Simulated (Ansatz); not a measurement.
# Ni: the cost of one run

Computed with Ansatz 0.2.0 (DFT PBEsol, scalar-relativistic, plane waves, PAW, unless a step's input says otherwise).

3 further runs of the same task are left out: 3 set aside as unsound or not needed.

## (1) The system as given

Symmetry: Pm-3m, No. 221, cubic system. The conventional cell has a = 2.230 Å, b = 2.230 Å, c = 2.230 Å, α = 90.00°, β = 90.00°, γ = 90.00°. Ni (site symmetry m-3m) is surrounded by 6 Ni at 2.23 Å.

As a file:

```xyz
1
Lattice="2.2304 0.0000 0.0000 0.0000 2.2304 0.0000 0.0000 0.0000 2.2304" Properties=species:S:1:pos:R:3 pbc="T T T"
Ni    0.0000    0.0000    0.0000
```

This is candidate A: simple cubic type (Pm-3m, No. 221).

(A quick probe on a coarse mesh, which set the mesh and smearing, is not shown.)

## (3) A loose first relaxation (candidate A)

Input file input.yaml:

```yaml
crystal:
  lattice:
    - [2.2304398288, 0.0, 0.0]
    - [0.0, 2.2304398288, 0.0]
    - [0.0, 0.0, 2.2304398288]
  atoms:
    - { symbol: Ni, position: [0.0, 0.0, 0.0], spin: 0.74 }
basis:
  ecutwfc: 420
kpoints:
  mp_grid: { grid: [8, 8, 8] }
hamiltonian:
  xc: pbesol
scf:
  occupations: { method: gaussian, width: 0.1 }
  lower_state_search: "off"
output:
  forces: true
  stress: true
  eigenvalues: true
  populations: true
magnetization:
  spin_polarized: true
relax:
  adjacent_minimum: "off"
  f_tol: 0.04
  max_steps: 70
  cell: { stress_tol: 0.4 }
```

What time and memory should one allow on 1 thread of an x86-64 CPU, shared host?

About 3.1 s, with a peak of 0.38 GiB.
